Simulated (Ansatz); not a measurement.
# LaNb2F3: the cost of one run

Method: DFT PBE, scalar-relativistic, plane waves, PAW, in Ansatz 0.2.0.

2 further runs of the same task are left out: 1 that didn't finish, 1 set aside as unsound or not needed.

## (1) The structure to begin with

The structure is trigonal, space group P-3m1 (No. 164). Conventional cell: a = 3.596 Å, b = 3.596 Å, c = 8.712 Å, α = 90.00°, β = 90.00°, γ = 120.00°. La (site symmetry -3m) is surrounded by 6 F at 2.52 Å. Nb (site symmetry 3m) has 6 F at 2.49 to 2.59 Å as nearest neighbours. Around F (site symmetry 3m) lie 3 La at 2.52 Å and 3 Nb at 2.59 Å. Around F (site symmetry -3m) lie 6 Nb at 2.49 Å.

Structure file:

```
La Nb F
1.0
     3.59642    0.00000    0.00000
    -1.79821    3.11460    0.00000
     0.00000    0.00000    8.71151
La Nb F
1 2 3
Cartesian
  0.0000 0.0000 0.0000
  0.0000 2.0764 5.7364
  1.7982 1.0382 2.9751
  0.0000 2.0764 1.4321
  1.7982 1.0382 7.2794
  0.0000 0.0000 4.3558
```

The cell is invented: species swapped into a database cell of Y3GeS2 (P-3m1, No. 164), with F on the Y sites, La on the Ge sites and Nb on the S sites. The dimensions are guesses.

## (2) Probe: one point on a coarse mesh

File input.yaml:

```yaml
crystal:
  lattice:
    - [3.59642482, 0.0, 0.0]
    - [-1.79821241, 3.11459526, 0.0]
    - [0.0, 0.0, 8.71150723]
  atoms:
    - { symbol: La, position: [0.0, 0.0, 0.0] }
    - { symbol: Nb, position: [0.33333333, 0.66666667, 0.65848666] }
    - { symbol: Nb, position: [0.66666667, 0.33333333, 0.34151334] }
    - { symbol: F, position: [0.33333333, 0.66666667, 0.16439012] }
    - { symbol: F, position: [0.66666667, 0.33333333, 0.83560988] }
    - { symbol: F, position: [0.0, 0.0, 0.5] }
basis:
  ecutwfc: 420
kpoints:
  mp_grid: { grid: [6, 6, 2] }
hamiltonian:
  xc: pbe
scf:
  occupations: { method: gaussian, width: 0.1 }
  lower_state_search: "off"
output:
  forces: true
  stress: true
  eigenvalues: true
```

On the command line:

```sh
> ansatz run input.yaml --threads 1 --pin off --max-ram 2560MiB --backend cpu --events-out ev --progress --plain --runs-dir out
```

**Question.** How long does this run take on 1 thread of Intel Xeon 6975P-C (Granite Rapids), shared host, and how much memory does it need?

About 3 s, with a peak of 0.44 GiB.
